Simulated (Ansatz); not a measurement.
Geometry optimisation, Ansatz 0.2.0, DFT PBE-D3(BJ), scalar-relativistic, plane waves, PAW.

input.yaml

```yaml
crystal:
  lattice:
    - [8.1, 0.0, 0.0]
    - [0.0, 8.1, 0.0]
    - [0.0, 0.0, 8.1]
  atoms:
    - { symbol: Al, position: [0.5, 0.0, 0.0] }
    - { symbol: Al, position: [0.75, 0.25, 0.0] }
    - { symbol: Al, position: [0.75, 0.0, 0.25] }
    - { symbol: Al, position: [0.0, 0.0, 0.0] }
    - { symbol: Al, position: [0.25, 0.25, 0.0] }
    - { symbol: Al, position: [0.5, 0.5, 0.0] }
    - { symbol: Al, position: [0.75, 0.75, 0.0] }
    - { symbol: Al, position: [0.25, 0.0, 0.25] }
    - { symbol: Al, position: [0.5, 0.25, 0.25] }
    - { symbol: Al, position: [0.75, 0.5, 0.25] }
    - { symbol: Al, position: [0.5, 0.0, 0.5] }
    - { symbol: Al, position: [0.75, 0.25, 0.5] }
    - { symbol: Al, position: [0.75, 0.0, 0.75] }
    - { symbol: Al, position: [0.0, 0.5, 0.0] }
    - { symbol: Al, position: [0.25, 0.75, 0.0] }
    - { symbol: Al, position: [0.0, 0.25, 0.25] }
    - { symbol: Al, position: [0.25, 0.5, 0.25] }
    - { symbol: Al, position: [0.5, 0.75, 0.25] }
    - { symbol: Al, position: [0.0, 0.0, 0.5] }
    - { symbol: Al, position: [0.25, 0.25, 0.5] }
    - { symbol: Al, position: [0.5, 0.5, 0.5] }
    - { symbol: Al, position: [0.75, 0.75, 0.5] }
    - { symbol: Al, position: [0.25, 0.0, 0.75] }
    - { symbol: Al, position: [0.5, 0.25, 0.75] }
    - { symbol: Al, position: [0.75, 0.5, 0.75] }
    - { symbol: Al, position: [0.0, 0.75, 0.25] }
    - { symbol: Al, position: [0.0, 0.5, 0.5] }
    - { symbol: Al, position: [0.25, 0.75, 0.5] }
    - { symbol: Al, position: [0.0, 0.25, 0.75] }
    - { symbol: Al, position: [0.25, 0.5, 0.75] }
    - { symbol: Al, position: [0.5, 0.75, 0.75] }
    - { symbol: Al, position: [0.0, 0.75, 0.75] }
    - { symbol: H, position: [0.7514378, 0.7498951, 0.2492844] }
basis:
  ecutwfc: 420.0
kpoints:
  mp_grid: { grid: [2, 2, 2] }
hamiltonian:
  xc: pbe
  dispersion: d3bj
scf:
  occupations: { method: gaussian, width: 0.15 }
  lower_state_search: "off"
relax:
  f_tol: 0.03
  max_steps: 60
  adjacent_minimum: "off"
```

Launched with:

```bash
$ ansatz run input.yaml --threads 2 --pin off --max-ram 5120MiB --backend cpu --events-out ev --progress --plain --runs-dir out
```

**Question.** Where does it end, and by what steps?

**Answer.** The forces met the threshold. The force dipped under the threshold on the way, but the program's further checks kept it going. Limits of this set-up: coarse k mesh, odd electron count without spin. After 4 steps the energy has fallen by 0.036 eV; Al26 moved furthest, 0.04 Å.

| step | energy less start (eV) | largest force component (eV/Å) | accepted |
| --- | --- | --- | --- |
| 0 | 0.0000 | 0.294 | yes |
| 1 | -0.0361 | 0.018 | yes |
| 2 | -0.0361 | 0.018 | yes |
| 3 | -0.0338 | 0.060 | no |
| 4 | -0.0361 | 0.018 | yes |

```xyz
33
Lattice="8.1000 0.0000 0.0000 0.0000 8.1000 0.0000 0.0000 0.0000 8.1000" Properties=species:S:1:pos:R:3
Al 4.057 -0.007 0.007
Al 6.075 2.025 0.004
Al 6.075 0.036 2.025
Al -0.007 -0.007 0.007
Al 2.025 2.025 0.001
Al 4.057 4.057 0.007
Al 6.075 6.075 -0.037
Al 2.025 -0.004 2.025
Al 4.054 2.025 2.025
Al 6.075 4.014 2.025
Al 4.057 -0.007 4.043
Al 6.075 2.025 4.046
Al 6.075 -0.004 6.075
Al -0.007 4.057 0.007
Al 2.025 6.075 0.004
Al -0.005 2.025 2.025
Al 2.025 4.054 2.025
Al 4.014 6.075 2.025
Al -0.007 -0.007 4.043
Al 2.025 2.025 4.049
Al 4.057 4.057 4.043
Al 6.075 6.075 4.086
Al 2.025 -0.001 6.075
Al 4.051 2.025 6.075
Al 6.075 4.054 6.075
Al 0.037 6.075 2.025
Al -0.007 4.057 4.043
Al 2.025 6.075 4.046
Al -0.001 2.025 6.075
Al 2.025 4.051 6.075
Al 4.054 6.075 6.075
Al -0.005 6.075 6.075
H 6.087 6.074 2.019
```

Whether the end is a true minimum wasn't checked by a vibrational analysis.

The run took 35 s on 2 CPU threads of a shared host.
